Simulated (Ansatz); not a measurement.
# C₃H₅Ga: small, medium and large basis sets

An exercise on one series of results from a longer session: the logs are not shown, and one member is left open.

The runs use Ansatz 0.2.0, Gaussian basis; one geometry, several basis sets.

The runs, in order: PBE0-D4/def2-SVP; ωB97M-V/def2-SVP; PBE0-D4/def2-QZVPP; ωB97M-V/def2-QZVPP; the functionals' def2-TZVPP values are taken from earlier runs.

**The geometry**

An earlier PBE0-D4 in a triple-zeta def2 set relaxation fixed the geometry.

SMILES `C=[C]1[CH2][GaH]1`, 9 atoms, charge 0, spin multiplicity 1.

Atoms are counted from 1 here; the program's logs count them from 0.

Bond lengths: C1–C2 1.327 Å, C1–H5 1.091 Å, C1–H6 1.085 Å, C2–C3 1.508 Å, C2–Ga4 1.902 Å, C3–Ga4 1.982 Å, C3–H7 1.094 Å, C3–H8 1.090 Å, Ga4–H9 1.538 Å. Angles: C2–C1–H5 121.4°, C2–C1–H6 121.8°, H5–C1–H6 116.7°, C1–C2–C3 132.2°, C1–C2–Ga4 146.3°, C3–C2–Ga4 70.0°, C2–C3–Ga4 64.4°, C2–C3–H7 113.7°, C2–C3–H8 119.8°, Ga4–C3–H7 107.3°, Ga4–C3–H8 132.2°, H7–C3–H8 111.5°, C2–Ga4–C3 45.6°, C2–Ga4–H9 160.8°, C3–Ga4–H9 153.5°.

The first run:

File in.yaml:

```yaml
crystal:
  periodic: [false, false, false]
  atoms:
    - {symbol: C, position_ang: [-0.182269, 1.168368, -1.119466]}
    - {symbol: C, position_ang: [0.079169, 0.429886, -0.048728]}
    - {symbol: C, position_ang: [0.607941, -0.973289, 0.110191]}
    - {symbol: Ga, position_ang: [-0.611233, -0.350339, 1.542899]}
    - {symbol: H, position_ang: [0.164912, 0.874676, -2.111249]}
    - {symbol: H, position_ang: [-0.737472, 2.098001, -1.051960]}
    - {symbol: H, position_ang: [1.614579, -1.019075, 0.536071]}
    - {symbol: H, position_ang: [0.481515, -1.695028, -0.697403]}
    - {symbol: H, position_ang: [-1.417152, -0.533210, 2.839655]}
basis:
  gaussian: {orbitals: def2-SVP}
hamiltonian: {xc: pbe0, dispersion: d4}
output: {orbitals: {seedname: orbitals}}
```

Command:

```bash
$ ansatz run in.yaml --threads 2 --pin off --events-out ev --progress --plain --max-ram 4352MiB
```

Among the steps run: PBE0-D4 in def2-SVP; ωB97M-V in def2-SVP; PBE0-D4 in def2-QZVPP; ωB97M-V in def2-QZVPP.

One of the session's tables, all rows but one given; the rest of the session is left out.

| functional | basis | HOMO (eV) | LUMO (eV) |
| --- | --- | --- | --- |
| PBE0-D4 | def2-SVP | -5.98 | -1.60 |
| PBE0-D4 | def2-TZVPP | -6.02 | -1.66 |
| PBE0-D4 | def2-QZVPP | -6.04 | -1.69 |
| ωB97M-V | def2-SVP | -8.08 | 0.16 |
| ωB97M-V | def2-TZVPP | -8.13 | 0.08 |
| ωB97M-V | def2-QZVPP | ? | ? |

**Question.** Estimate the row for ωB97M-V, def2-QZVPP.

The run gave: HOMO (eV): -8.15; LUMO (eV): -0.06. In the column «HOMO (eV)» it is the lowest.
